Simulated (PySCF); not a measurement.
# CH8SSeSi2: the cost of one run

Programs: PySCF 2.14.0, with density-fitted response routines of our own. Each step states its level of theory. These are calculated values for one molecule in the gas phase, unless marked as measured. Atoms are numbered from 0 throughout.

## (1) The molecule as given

13 atoms, charge 0, multiplicity 1; geometry from: GFN2-xTB. The atoms were then displaced at random by about 0.01 Å, so the start is not that level's minimum.

Bonds of the start (Å): Si0–S1 2.15, S1–C2 1.84, C2–Si3 1.85, Si3–Se4 2.32, Si0–H5 1.47, Si0–H6 1.48, Si0–H7 1.43, C2–H8 1.12, C2–H9 1.08, Si3–H10 1.47, Si3–H11 1.45, Se4–H12 1.44.

## (2) Geometry optimisation at PBE0-D3(BJ)/def2-SVP

The job: settings as JSON, then the geometry in Å.

```
{"job": {"xc": "PBE0", "basis": "def2-SVP", "d3": "d3bj", "grid": 1, "shake": 0.01, "kind": "geom"}, "charge": 0, "multiplicity": 1}
Si     2.758120     0.279410     0.257680
S      1.139420    -1.081680    -0.138620
C     -0.299250     0.066330    -0.122450
Si    -1.825240    -0.982210    -0.165880
Se    -3.633400     0.457300    -0.016470
H      2.418550     0.972840     1.512360
H      2.773410     1.274610    -0.834630
H      3.928400    -0.534500     0.307930
H     -0.221630     0.674350     0.811970
H     -0.198110     0.725280    -0.966630
H     -1.947870    -1.856780     1.013900
H     -1.949060    -1.704400    -1.421150
H     -2.937520     1.692570    -0.248350
```

Run with:

```sh
$ OMP_NUM_THREADS=1 python probes_run.py task.json out
```

One launch serves the whole session: the jobs run in the order shown.

Q: Estimate the wall time and peak memory of this first job on 1 thread of Arm Neoverse N1, shared host.

About 2.3 min, with a peak of 0.58 GiB.
